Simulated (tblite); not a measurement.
# C5H12AlBrSi: the cost of one run

Computed with tblite 0.8.0 and PySCF 2.14.0, with density-fitted response routines of our own, on a single molecule in the gas phase. Atoms count from 0, in the outputs and in this text.

## (1) The molecule as given

20 atoms, charge 0, multiplicity 1; geometry from: force field or distance geometry start.

Bonds of the start (Å): C0–C1 1.55, C1–C2 1.54, C2–Al3 2.04, Al3–Br4 2.38, C2–C5 1.56, C5–Si6 1.85, Si6–C7 1.87, C7–C2 1.54, C0–H8 1.11, C0–H9 1.10, C0–H10 1.11, C1–H11 1.10, C1–H12 1.10, Al3–H13 1.60, C5–H14 1.11, C5–H15 1.11, Si6–H16 1.47, Si6–H17 1.47, C7–H18 1.11, C7–H19 1.11.

## (2) Optimising the geometry with GFN2-xTB

The job: settings as JSON, then the geometry in Å.

```
{"job": {"kind": "relax", "xc": "GFN2-xTB", "basis": "xTB"}, "charge": 0, "multiplicity": 1}
C      2.427200     0.027600     0.086000
C      1.225200     0.251000    -0.866100
C     -0.140000     0.230600    -0.143600
Al    -0.347000     1.748300     1.209400
Br    -2.379500     1.965800     2.427200
C     -1.308300     0.281500    -1.178000
Si    -1.991100    -1.357200    -0.655500
C     -0.500400    -1.144900     0.446200
H      2.315700    -0.917300     0.659400
H      3.348800    -0.030700    -0.505600
H      2.518700     0.874700     0.794800
H      1.360000     1.215600    -1.377000
H      1.253000    -0.549900    -1.621500
H      0.850500     2.774700     1.451900
H     -0.970800     0.257200    -2.232300
H     -2.046800     1.093200    -0.992800
H     -1.808100    -2.403200    -1.665000
H     -3.260400    -1.241300     0.083100
H      0.238500    -1.940000     0.230600
H     -0.790400    -1.124700     1.520100
```

Started as:

```console
$ OMP_NUM_THREADS=1 python probes_run.py task.json out
```

The driver reads the jobs from task.json and runs them one after another.

**Question.** How long does this first job take on 1 thread of Arm Neoverse N1, shared host, and how much memory does it need?

About 2.6 s, with a peak of 0.18 GiB.
